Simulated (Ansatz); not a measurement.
# F₂H₂O₂Ti: small, medium and large basis sets

An exercise on one series of results from a longer session: the logs are not shown, and one member is left open.

Method: one geometry, several basis sets; program: Ansatz 0.2.0, Gaussian basis.

The runs, in order: PBE0-D4/def2-SVP; ωB97M-V/def2-SVP; PBE0-D4/def2-QZVPP; ωB97M-V/def2-QZVPP; the functionals' def2-TZVPP values are taken from earlier runs.

### The relaxed structure

The geometry comes from an earlier relaxation with PBE0-D4 in a triple-zeta def2 set; it is a stationary point, not always the lowest conformer.

7 atoms, charge 0, spin multiplicity 1.

Atoms are counted from 1 here; the program's logs count them from 0.

Bond lengths: O1–Ti2 1.778 Å, O1–H6 0.958 Å, Ti2–O3 1.778 Å, Ti2–F4 1.760 Å, Ti2–F5 1.760 Å, O3–H7 0.958 Å. Angles: Ti2–O1–H6 134.9°, O1–Ti2–O3 107.7°, O1–Ti2–F4 110.8°, O1–Ti2–F5 110.8°, O3–Ti2–F4 110.8°, O3–Ti2–F5 110.8°, F4–Ti2–F5 106.1°, Ti2–O3–H7 134.9°.

The first run:

File in.yaml:

```yaml
crystal:
  periodic: [false, false, false]
  atoms:
    - {symbol: O, position_ang: [-1.222219, 0.595878, 0.894210]}
    - {symbol: Ti, position_ang: [-0.019904, -0.026724, -0.258344]}
    - {symbol: O, position_ang: [1.418755, -0.509727, 0.668218]}
    - {symbol: F, position_ang: [-0.668469, -1.391718, -1.160259]}
    - {symbol: F, position_ang: [0.390135, 1.197376, -1.454471]}
    - {symbol: H, position_ang: [-2.109247, 0.951158, 0.819845]}
    - {symbol: H, position_ang: [2.272249, -0.884344, 0.445102]}
basis:
  gaussian: {orbitals: def2-SVP}
hamiltonian: {xc: pbe0, dispersion: d4}
output: {orbitals: {seedname: orbitals}}
```

Among the steps run: PBE0-D4 in def2-SVP; ωB97M-V in def2-SVP; PBE0-D4 in def2-QZVPP; ωB97M-V in def2-QZVPP.

One of the session's tables, all rows but one given; the rest of the session is left out.

It belongs to the step «Density functionals: the series». 

```
functional       basis  HOMO (eV)  LUMO (eV)
   PBE0-D4    def2-SVP          ?          ?
   PBE0-D4  def2-TZVPP      -9.94      -2.13
   PBE0-D4  def2-QZVPP      -9.96      -2.14
   ωB97M-V    def2-SVP     -12.04       0.35
   ωB97M-V  def2-TZVPP     -12.39       0.20
   ωB97M-V  def2-QZVPP     -12.41       0.16
```

Estimate the missing values for PBE0-D4, def2-SVP.

As computed: HOMO (eV): -9.63; LUMO (eV): -2.03. In the column «HOMO (eV)» it is the highest.
